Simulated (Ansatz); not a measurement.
# ZnHBr: one species, many methods

The task here is to estimate one member of a computed series from the others.

Method: functionals in def2-TZVPP, the program's frozen cores in correlated methods; program: Ansatz 0.2.0, Gaussian basis.

The runs, in order: LDA (SPW92), PBE-D4, revPBE-D4, BLYP-D4, r2SCAN-D4, B97M-V, PBE0-D4, B3LYP-D4, r2SCANh-D4, r2SCAN0-D4, HSE06-D4, BHLYP-D4, CAM-B3LYP-D4, LC-ωPBE, ωB97X-V, ωB97M-V, B2PLYP, PBE-QIDH; CCSD(T)/def2-SVP; CCSD(T)/def2-TZVPP; MP2/def2-QZVPP; extrapolation to the limit; RPA on PBE.

## The geometry

An earlier PBE0-D4 in a triple-zeta def2 set relaxation fixed the geometry.

SMILES `[ZnH][Br]`, 3 atoms, charge 0, spin multiplicity 1.

Atoms are counted from 1 here; the program's logs count them from 0.

Bond lengths: Zn1–Br2 2.242 Å, Zn1–H3 1.524 Å. Angles: Br2–Zn1–H3 180.0°.

Coordinates:

```xyz
3
charge 0, multiplicity 1
Zn   -0.19383   -0.11135   -0.11816
Br    1.58944    0.72986    0.94847
H    -1.40651   -0.68331   -0.84350
```

The first run:

The input, in.yaml:

```yaml
crystal:
  periodic: [false, false, false]
  atoms:
    - {symbol: Zn, position_ang: [-0.193831, -0.111347, -0.118164]}
    - {symbol: Br, position_ang: [1.589439, 0.729856, 0.948465]}
    - {symbol: H, position_ang: [-1.406508, -0.683309, -0.843501]}
basis:
  gaussian: {orbitals: def2-TZVPP}
hamiltonian: {xc: lda}
output: {orbitals: {seedname: orbitals}}
```

Steps of the session up to this table: LDA; PBE-D4 (GGA); revPBE-D4 (GGA); BLYP-D4 (GGA); r2SCAN-D4 (meta-GGA); B97M-V (meta-GGA); PBE0-D4 (hybrid); B3LYP-D4 (hybrid); r2SCANh-D4 (hybrid); r2SCAN0-D4 (hybrid); HSE06-D4 (hybrid); BHLYP-D4 (hybrid); CAM-B3LYP-D4 (range-separated); LC-ωPBE-D4 (range-separated; the results give it without D4); ωB97X-V (range-separated); ωB97M-V (range-separated); B2PLYP (double hybrid); PBE-QIDH (double hybrid).

One table of the session follows, with a row left open; its other results are not shown here.

It belongs to the step «Orbital energies across the functionals». 

| functional | HOMO (eV) | gap (eV) |
| --- | --- | --- |
| LDA (SPW92) | -7.29 | 5.63 |
| PBE-D4 | -7.12 | 5.69 |
| revPBE-D4 | -7.07 | 5.73 |
| BLYP-D4 | ? | ? |
| r2SCAN-D4 | -7.44 | 6.38 |
| B97M-V | -7.48 | 6.15 |
| PBE0-D4 | -8.36 | 7.68 |
| B3LYP-D4 | -8.10 | 7.14 |
| r2SCANh-D4 | -7.89 | 7.10 |
| r2SCAN0-D4 | -8.57 | 8.13 |
| HSE06-D4 | -7.96 | 6.92 |
| BHLYP-D4 | -9.44 | 9.36 |
| CAM-B3LYP-D4 | -9.68 | 9.75 |
| LC-ωPBE | -11.09 | 12.23 |
| ωB97X-V | -10.72 | 11.75 |
| ωB97M-V | -10.58 | 11.29 |

**Question.** Estimate the row for BLYP-D4.

Worked estimate for «HOMO (eV)». Against the share of exact exchange, B3LYP-D4 (0.2, -8.10), BHLYP-D4 (0.5, -9.44) give a slope of -4.47 per unit share; at 0 the line stands at -7.21.

The run gave: HOMO (eV): -6.95; gap (eV): 5.52. In «HOMO (eV)» the line misses by -0.26.
